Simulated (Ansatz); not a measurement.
## LiPd₃, space group Pm-3m: a surface slab, step by step

With Ansatz 0.2.0, Python API.

Interactive session:
```pycon
>>> import warnings
>>> import ansatz as az
>>> from ase import Atoms
>>> from ase.build import surface
>>> import numpy as np
>>> warnings.simplefilter("ignore", az.DeckWarning)
>>> atoms = Atoms(
...     ["Li", "Pd", "Pd", "Pd"],
...     scaled_positions=[
...         (0.0, 0.0, 0.0),
...         (0.0, 0.5, 0.5),
...         (0.5, 0.0, 0.5),
...         (0.5, 0.5, 0.0),
...     ],
...     cell=[
...         (3.849997, 0.0, 0.0),
...         (0.0, 3.849997, 0.0),
...         (0.0, 0.0, 3.849997),
...     ],
...     pbc=True,
... )
>>> slab = surface(atoms, (1, 1, 1), 4, vacuum=6.0)
>>> slab.pbc = True
>>> print(slab.get_chemical_formula(), "area {:.3f} A^2, cell height {:.2f} A".format(np.linalg.norm(np.cross(slab.cell[0], slab.cell[1])), slab.cell[2, 2]))
Li4Pd12 area 25.673 A^2, cell height 18.67 A
>>> def prepared(structure):
...     return (
...         az.Crystal.from_ase(structure).calculation()
...         .functional("r2scan")
...         .occupations("fermi_dirac", width=0.1)
...     )
...
>>> job = prepared(slab)
>>> job = job.kpoints(4, 4, 1)
>>> job = job.electric_field(axis=3, dipole_correction=True).potential()
>>> job = job.forces()
>>> res = job.run(threads=1)
RunWarning: efield: at this solve's end the planar-averaged density reaches 2.73e-5 e/Å³ inside the ramp window [0.8964, 0.1036] (bound 1e-5 e/Å³); the window's nearer edge stands 4.07 Å from this [...]
RunWarning: The output density's exchange-correlation potential varies sharply where the density is thin. Do not read a vacuum level from v_tot or v_xc, or from such a field of the output density. On [...]
>>> r = res.report
>>> res.unlabelled_reasons
['vacuum_density_over_bound']
>>> type(res).__name__, type(r).__name__
('RunOutcome', 'dict')
>>> [(site.symbol, site.position_frac.round(4).tolist()) for site in res.lattice.sites]
[(<Element.LI: 'Li'>, [0.0, 0.0, 0.3214]), (<Element.PD: 'Pd'>, [0.0, 0.5, 0.3214]), (<Element.PD: 'Pd'>, [0.5, 1.0, 0.3214]), (<Element.PD: 'Pd'>, [0.5, 0.5, 0.3214]), (<Element.LI: 'Li'>, [0.6667, 0.6667, 0.4405]), (<Element.PD: 'Pd'>, [0.6667, 0.1667, 0.4405]), (<Element.PD: 'Pd'>, [0.1667, 0.6667, 0.4405]), (<Element.PD: 'Pd'>, [0.1667, 0.1667, 0.4405]), (<Element.LI: 'Li'>, [0.3333, 0.3333, 0.5595]), (<Element.PD: 'Pd'>, [0.3333, 0.8333, 0.5595]), (<Element.PD: 'Pd'>, [0.8333, 0.3333, 0.5595]), (<Element.PD: 'Pd'>, [0.8333, 0.8333, 0.5595]), (<Element.LI: 'Li'>, [1.0, 1.0, 0.6786]), (<Element.PD: 'Pd'>, [1.0, 0.5, 0.6786]), (<Element.PD: 'Pd'>, [0.5, 1.0, 0.6786]), (<Element.PD: 'Pd'>, [0.5, 0.5, 0.6786])]
>>> print(f"slab free energy {r['free_energy_ev']:.4f} eV, Fermi level {r['fermi_energy_ev']:.3f} eV")
slab free energy -84649.4942 eV, Fermi level 5.078 eV
>>> face = r["work_function"]
>>> print("work function (eV), upper and lower face:", *(round(face[k], 3) for k in ("phi_plus_ev", "phi_minus_ev") if face.get(k) is not None))
work function (eV), upper and lower face: 4.588 4.588
>>> print(f"dipole {face['dipole_moment_e_ang']:+.4f} e A")
dipole +0.0000 e A
>>> v = res.potential()
>>> profile = (v.v_es_ev + (0 if v.v_field_ev is None else v.v_field_ev)).mean(axis=(0, 1))
>>> height = res.lattice.cell_ang[2][2]
>>> print("z (A)   planar potential less the Fermi level (eV)")
z (A)   planar potential less the Fermi level (eV)
>>> for i in range(0, len(profile), max(len(profile) // 24, 1)):
...     print(f"{i * height / len(profile):6.2f} {profile[i] - r['fermi_energy_ev']:9.3f}")
...
  0.00     4.588
  0.78     4.588
  1.56     4.588
  2.33     4.586
  3.11     4.568
  3.89     4.425
  4.67     3.300
  5.44    -6.611
  6.22   -13.380
  7.00     0.841
  7.78    -9.064
  8.56   -11.408
  9.33     1.009
 10.11   -11.408
 10.89    -9.064
 11.67     0.841
 12.45   -13.380
 13.22    -6.611
 14.00     3.300
 14.78     4.425
 15.56     4.568
 16.33     4.586
 17.11     4.588
 17.89     4.588
```

Caveats:
- Total energies depend on the potentials; only differences at equal settings carry meaning. A total without «per atom» is that of the whole cell that was run.
- The density doesn't vanish in the vacuum (a short gap or a low cutoff), which blurs the vacuum level.
- The mesh is modest for a metal, so energies can be off by several to tens of meV an atom and pressures by half a GPa or more; differences at equal mesh fare better.
- The zero of the levels is a convention of the potentials, so an absolute Fermi energy is no work function.
- This cell is a computed structure, which may not be the phase found in nature.
- Warnings are shown shortened and without file and line.
- The slab is thin and cut from the structure as given; a cut can leave two unlike or polar faces, and the surface energy is then their mean. Miller indices refer to the vectors of the cell as typed, and the lattice isn't relaxed for this functional, so relaxation and surface energy can hold strain.
- The script silences the warnings on its input, which a real study should read.
- Run time: 73 s on 1 thread of Arm Neoverse V2, on a shared host, peak memory 1.6 GiB.
